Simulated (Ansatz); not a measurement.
# Eu: the cost of one run

Method: DFT, PBE, PAW with Ansatz's default frozen-core files, scalar-relativistic, in Ansatz 0.2.0.

### Step 1. The system as given

It takes space group Im-3m (No. 229, cubic). The conventional cell has a = 4.606 Å, b = 4.606 Å, c = 4.606 Å, α = 90.00°, β = 90.00°, γ = 90.00°. Around Eu (site symmetry m-3m) lie 8 Eu at 3.99 Å.

Structure file:

```cif
data_structure
_symmetry_space_group_name_H-M 'P 1'
_symmetry_Int_Tables_number 1
_cell_length_a 3.9889
_cell_length_b 3.9889
_cell_length_c 3.9889
_cell_angle_alpha 109.471
_cell_angle_beta 109.471
_cell_angle_gamma 109.471
_cell_volume 48.86
loop_
_atom_site_label
_atom_site_type_symbol
_atom_site_fract_x
_atom_site_fract_y
_atom_site_fract_z
_atom_site_occupancy
Eu1 Eu 0.00000 0.00000 0.00000 1
```

### Step 2. Free moments from the typed start, PAW

input.yaml

```yaml
crystal:
  lattice:
    - [-2.303, 2.303, 2.303]
    - [2.303, -2.303, 2.303]
    - [2.303, 2.303, -2.303]
  atoms:
    - { symbol: Eu, position: [0.0, 0.0, 0.0], spin: 7.0 }
magnetization:
  spin_polarized: true
kpoints:
  mp_grid: { grid: [10, 10, 10] }
scf:
  occupations: { method: fermi_dirac, width: 0.05 }
hamiltonian:
  xc: pbe
  pseudopotentials: { kind: paw }
output:
  forces: true
  stress: true
  eigenvalues: true
  populations: true
  dos: { projected: true, de: 0.1, e_range: [-8, 5] }
  write_density: true
  write_potential: true
  elf: true
  volumetric_format: npy
```

On the command line:

```sh
$ ansatz run input.yaml --threads 1 --pin off --max-ram 3072MiB --backend cpu --events-out ev --progress --plain --runs-dir out
```

Q: Estimate wall time and peak memory on 1 thread of Arm Neoverse V1, shared host.

About 7.7 s, with a peak of 0.36 GiB.
